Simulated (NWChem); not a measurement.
# C2H5AlN2 (SMILES C#[C][Al]([NH2])[NH2]) at 6 levels

Aim: a comparison of 6 runs (SVWN5/def2-SVP, B3LYP/def2-SVP, M06-2X/def2-SVP, PBE0/def2-SVP, MP2/def2-SVP, CCSD(T)/def2-SVP) of C2H5AlN2. 

Program for the calculation: NWChem 7.3.0.

1 further run of the same task is left out (set aside as unsound or not needed). Runs told in other sessions of the task aren't counted.

## 1. The molecule

C2H5AlN2 has 10 atoms, charge 0, and is taken as a singlet. As SMILES, `C#[C][Al]([NH2])[NH2]`. Geometry: relaxed at PBE0-D4/def2-TZVP.

Bond lengths: C1–C2 1.210 Å, C2–Al3 1.908 Å, Al3–N4 1.763 Å, Al3–N5 1.763 Å, C1–H6 1.067 Å, N4–H7 1.006 Å, N4–H8 1.006 Å, N5–H9 1.006 Å, N5–H10 1.006 Å. Some angles: C1–C2–Al3 180.0°, C2–Al3–N4 118.9°, C2–Al3–N5 118.9°, N4–Al3–N5 122.2°, C2–C1–H6 180.0°, Al3–N4–H7 126.4°, Al3–N4–H8 123.3°, Al3–N5–H9 123.3°, Al3–N5–H10 126.4°, H7–N4–H8 110.4°.

## 2. Energy and gradient at SVWN5/def2-SVP (run 1)

File run.py:

```python
from ase import Atoms
from ase.calculators.nwchem import NWChem

mol = Atoms(['C', 'C', 'Al', 'N', 'N', 'H', 'H', 'H', 'H', 'H'], positions=[
    [-2.368100, 1.221100, 0.873300],
    [-1.345900, 0.693600, 0.497800],
    [0.265700, -0.138000, -0.094200],
    [0.247600, -1.861100, -0.467000],
    [1.722400, 0.842900, -0.249900],
    [-3.269100, 1.686000, 1.204200],
    [1.027400, -2.410800, -0.785900],
    [-0.574800, -2.435200, -0.383700],
    [1.750000, 1.827100, -0.041300],
    [2.627700, 0.523400, -0.550300],
])

calc = NWChem(
    label='c2h5aln2',
    theory='dft',
    memory='2200 mb',
    basis='def2-SVP',
    basispar='spherical bse',
    dft={'xc': 'slater vwn_5', 'mult': '1', 'grid': 'fine', 'convergence': 'energy 1e-08', 'iterations': '100', 'mulliken': None, 'print': 'low'},
)
mol.calc = calc

forces = mol.get_forces()
print("Total energy (eV):", round(mol.get_potential_energy(), 6))
print("forces (eV/A):")
for s, f in zip(mol.symbols, forces):
    print(f"{s:2s} {f[0]:10.5f} {f[1]:10.5f} {f[2]:10.5f}")
```

Started as:

```
$ export ASE_NWCHEM_COMMAND="nwchem PREFIX.nwi > PREFIX.nwo"
$ python run.py
```

Log:

```text
Total energy (eV): -11653.933424
forces (eV/A):
C    -0.89017    0.45925    0.32684
C     1.57711   -0.81396   -0.57922
Al   -0.11570    0.06001    0.04247
N     0.05656    0.76639    0.15355
N    -0.62149   -0.47334    0.05446
H    -0.64401    0.33239    0.23664
H     0.60971   -0.41076   -0.24508
H    -0.65033   -0.41189    0.07513
H    -0.01466    0.75349    0.16882
H     0.69296   -0.26158   -0.23361
```

The calculator wrote c2h5aln2.nwi:

```
title "c2h5aln2"

permanent_dir c2h5aln2

scratch_dir c2h5aln2

start c2h5aln2

geometry units angstrom nocenter noautosym noautoz
  C  -2.3681000000000001e+00 1.2211000000000001e+00 8.7329999999999997e-01
  C  -1.3459000000000001e+00 6.9359999999999999e-01 4.9780000000000002e-01
  Al 2.6569999999999999e-01 -1.3800000000000001e-01 -9.4200000000000006e-02
  N  2.4759999999999999e-01 -1.8611000000000000e+00 -4.6700000000000003e-01
  N  1.7223999999999999e+00 8.4289999999999998e-01 -2.4990000000000001e-01
  H  -3.2690999999999999e+00 1.6859999999999999e+00 1.2041999999999999e+00
  H  1.0274000000000001e+00 -2.4108000000000001e+00 -7.8590000000000004e-01
  H  -5.7479999999999998e-01 -2.4352000000000000e+00 -3.8369999999999999e-01
  H  1.7500000000000000e+00 1.8270999999999999e+00 -4.1300000000000003e-02
  H  2.6276999999999999e+00 5.2339999999999998e-01 -5.5030000000000001e-01
end

memory 2200 mb

basis spherical bse noprint
   * library def2-SVP
end

dft
  xc slater vwn_5
  mult 1
  grid fine
  convergence energy 1e-08
  iterations 100
  mulliken
  print low
end

task dft gradient
```

c2h5aln2.nwo:

```text
Northwest Computational Chemistry Package (NWChem) 7.3.0
             --------------------------------------------------------

           Job information
           ---------------

    nwchem branch   = 7.3.0
    use scalapack   = T
    input           = c2h5aln2.nwi
    prefix          = c2h5aln2.
    data base       = c2h5aln2/c2h5aln2.db
    status          = startup
    nproc           =        1

           Memory information
           ------------------

[... 5 lines left out ...]
    hardfail = no
[... 39 lines left out ...]
            Nuclear Dipole moment (a.u.)
[... 90 lines left out ...]
         Total DFT energy =     -428.274157485228
[... 1 line left out ...]
           Coulomb energy =      386.847770433021
[... 1 line left out ...]
 Nuclear repulsion energy =      183.107244522467
[... 29 lines left out ...]
                         DFT ENERGY GRADIENTS

    atom               coordinates                        gradient
                 x          y          z           x          y          z
   1 C      -4.475060   2.307544   1.650298    0.017311  -0.008931  -0.006356
   2 C      -2.543382   1.310714   0.940706   -0.030670   0.015829   0.011264
   3 Al      0.502100  -0.260782  -0.178012    0.002250  -0.001167  -0.000826
[... 6 lines of this table left out ...]
  10 H       4.965633   0.989083  -1.039916   -0.013476   0.005087   0.004543

 Task  times  cpu:       11.2s     wall:       11.2s
 Total times  cpu:       11.2s     wall:       11.2s
```

Wall time 12 s (1 thread of Intel Xeon 6975P-C (Granite Rapids), shared host); peak memory 0.12 GiB.

## 3. Energy and gradient at B3LYP/def2-SVP (run 2)

File struct.nw:

```
start struct
title "C2H5AlN2 B3LYP"
memory 2200 mb
geometry units atomic noautosym nocenter noautoz
 C     -4.47506044     2.30754457     1.65029782
 C     -2.54338239     1.31071404     0.94070566
 Al     0.50210023    -0.26078221    -0.17801220
 N      0.46789619    -3.51696929    -0.88250210
 N      3.25486428     1.59285015    -0.47224256
 H     -6.17770367     3.18607825     2.27560820
 H      1.94150462    -4.55575174    -1.48513576
 H     -1.08621458    -4.60186106    -0.72508791
 H      3.30702072     3.45271860    -0.07804569
 H      4.96563334     0.98908265    -1.03991629
end
basis spherical bse
 * library def2-SVP
end
dft
 xc b3lyp
 grid fine
 convergence energy 1e-08
 iterations 100
 mulliken
end
task dft gradient
```

Started as:

```
$ nwchem struct.nw > struct.out
```

Log:

```text
[...]
          Wavefunction type:  closed shell.
          No. of atoms     :    10
          No. of electrons :    44
[...]
          Charge           :     0
          Spin multiplicity:     1
[...]
          AO basis - number of functions:    99
[...]
              XC Information
              --------------
                         B3LYP Method XC Potential
                     Hartree-Fock (Exact) Exchange  0.200
                        Slater Exchange Functional  0.800 local
                    Becke 1988 Exchange Functional  0.720 non-local
              Lee-Yang-Parr Correlation Functional  0.810
                  VWN I RPA Correlation Functional  0.190 local
[...]
 d= 0,ls=0.0,diis     1   -430.8947428473 -6.14D+02  1.12D-02  7.17D-01     1.6
[...]
 d= 0,ls=0.0,diis    11   -430.9804218062 -6.05D-10  1.56D-07  6.20D-10    14.1
         Total DFT energy =     -430.980421806164
      One electron energy =     -955.901149237424
           Coulomb energy =      387.071395159025
    Exchange-Corr. energy =      -45.257899030926
 Nuclear repulsion energy =      183.107231303161
[...]
  wavefunction    = closed shell
[...]
```

It took 18 s on 1 thread of Intel Xeon 6975P-C (Granite Rapids), shared host; peak memory 0.12 GiB.

Runs 3 to 4 aren't shown in full; the table further down has their settings and results.

## 4. Energy and forces at MP2/def2-SVP (run 5)

File work.nw:

```
start work
title "C2H5AlN2"
memory 2200 mb

geometry units angstroms noautosym nocenter noautoz
C     -2.368100     1.221100     0.873300
C     -1.345900     0.693600     0.497800
Al     0.265700    -0.138000    -0.094200
N      0.247600    -1.861100    -0.467000
N      1.722400     0.842900    -0.249900
H     -3.269100     1.686000     1.204200
H      1.027400    -2.410800    -0.785900
H     -0.574800    -2.435200    -0.383700
H      1.750000     1.827100    -0.041300
H      2.627700     0.523400    -0.550300
end

basis spherical bse
* library def2-SVP
end

scf
thresh 1e-08
maxiter 80
print low
end

mp2
freeze core 9
tight
end

task mp2 gradient
```

Started as:

```
$ nwchem work.nw > work.out
```

Log:

```text
[...]
  functions       =    99
[...]
  wavefunction    = RHF
[...]
         Total SCF energy =   -429.280238285771
      One-electron energy =   -955.441277761593
      Two-electron energy =    343.053794953356
 Nuclear repulsion energy =    183.107244522467
        Time for solution =      9.7s
[...]
          Total MP2 energy          -429.926791697000
[...]
                         mp2 ENERGY GRADIENTS
    atom               coordinates                        gradient
                 x          y          z           x          y          z
   1 C      -4.475060   2.307544   1.650298    0.039548  -0.020406  -0.014524
   2 C      -2.543382   1.310714   0.940706   -0.040364   0.020832   0.014824
   3 Al      0.502100  -0.260782  -0.178012    0.000769  -0.000402  -0.000282
   4 N       0.467896  -3.516969  -0.882502   -0.000359  -0.002360  -0.000425
   5 N       3.254864   1.592850  -0.472243    0.001820   0.001571  -0.000119
   6 H      -6.177703   3.186078   2.275608    0.005691  -0.002938  -0.002092
   7 H       1.941504  -4.555751  -1.485136   -0.004756   0.004450   0.002184
   8 H      -1.086214  -4.601861  -0.725088    0.005082   0.004479  -0.000312
   9 H       3.307020   3.452718  -0.078046   -0.000949  -0.006582  -0.001200
  10 H       4.965633   0.989083  -1.039916   -0.006481   0.001357   0.001945
[...]
```

Wall time 25 s (1 thread of Intel Xeon 6975P-C (Granite Rapids), shared host); peak memory 0.34 GiB.

## 5. A single-point energy at CCSD(T)/def2-SVP (run 6)

File c2h5aln2.nw:

```
start c2h5aln2
memory stack 880 mb heap 220 mb global 1100 mb
charge 0

geometry units au noautosym nocenter noautoz
   C     -4.47506044     2.30754457     1.65029782
   C     -2.54338239     1.31071404     0.94070566
   Al     0.50210023    -0.26078221    -0.17801220
   N      0.46789619    -3.51696929    -0.88250210
   N      3.25486428     1.59285015    -0.47224256
   H     -6.17770367     3.18607825     2.27560820
   H      1.94150462    -4.55575174    -1.48513576
   H     -1.08621458    -4.60186106    -0.72508791
   H      3.30702072     3.45271860    -0.07804569
   H      4.96563334     0.98908265    -1.03991629
end

basis spherical bse
   * library def2-SVP
end

scf
   thresh 1e-08
   maxiter 80
end

ccsd
   freeze core 9
   maxiter 60
end

task ccsd(t) energy
```

Started as:

```
$ nwchem c2h5aln2.nw > c2h5aln2.out
```

Log:

```text
[...]
  functions       =    99
[...]
  wavefunction    = RHF
[...]
         Total SCF energy =   -429.280238283584
      One-electron energy =   -955.441251164042
      Two-electron energy =    343.053781577297
 Nuclear repulsion energy =    183.107231303161
        Time for solution =      9.5s
[...]
 Total MP2 energy:           -429.926791715377476
[...]
             energy      energy      error      ampl     ampl      Block
                                                time     time      time
[...]
 Total CCSD energy:           -429.963273219923792
[...]
 Total CCSD+T(CCSD) energy:           -429.986746632551501
[...]
 Total CCSD(T) energy:                -429.985672867450660
[...]
```

It took 2.2 min on 1 thread of Intel Xeon 6975P-C (Granite Rapids), shared host; peak memory 0.33 GiB.

## 6. Overview of the runs

| run | level | integration grid | iteration cap | energy (Eh) | largest force (eV/Å) | wall time |
| --- | --- | --- | --- | --- | --- | --- |
| 1 | SVWN5/def2-SVP | fine | 100 | -428.274157 | 1.867 | 12 s |
| 2 | B3LYP/def2-SVP | fine | 100 | -430.980422 | 1.024 | 18 s |
| 3 | M06-2X/def2-SVP | fine | 100 | -430.861703 | 0.633 | 21 s |
| 4 | PBE0/def2-SVP | fine | 100 | -430.616061 | 0.991 | 17 s |
| 5 | MP2/def2-SVP | – | 80 | -429.926792 | 2.457 | 25 s |
| 6 | CCSD(T)/def2-SVP | – | 80 | -429.985673 | – | 2.2 min |

## 7. Outcome

```
                                          quantity          value
                               run 6: total energy  -429.98567 Eh
        run 6: HOMO energy (Hartree–Fock orbitals)      -10.32 eV
        run 6: LUMO energy (Hartree–Fock orbitals)        3.32 eV
      run 6: HOMO–LUMO gap (Hartree–Fock orbitals)       13.64 eV
run 6: correlation energy (9 core orbitals frozen)     -705.4 mEh
                             run 6: (T) correction     -22.40 mEh
```

What this shows: Over runs 2, 3, 4, 5 the dipole moment (its size) runs from 0.98 D (MP2/def2-SVP) to 1.07 D (B3LYP/def2-SVP). Totals of different functionals can't be ranked against each other. All runs together took 3.7 min, the longest 2.2 min.
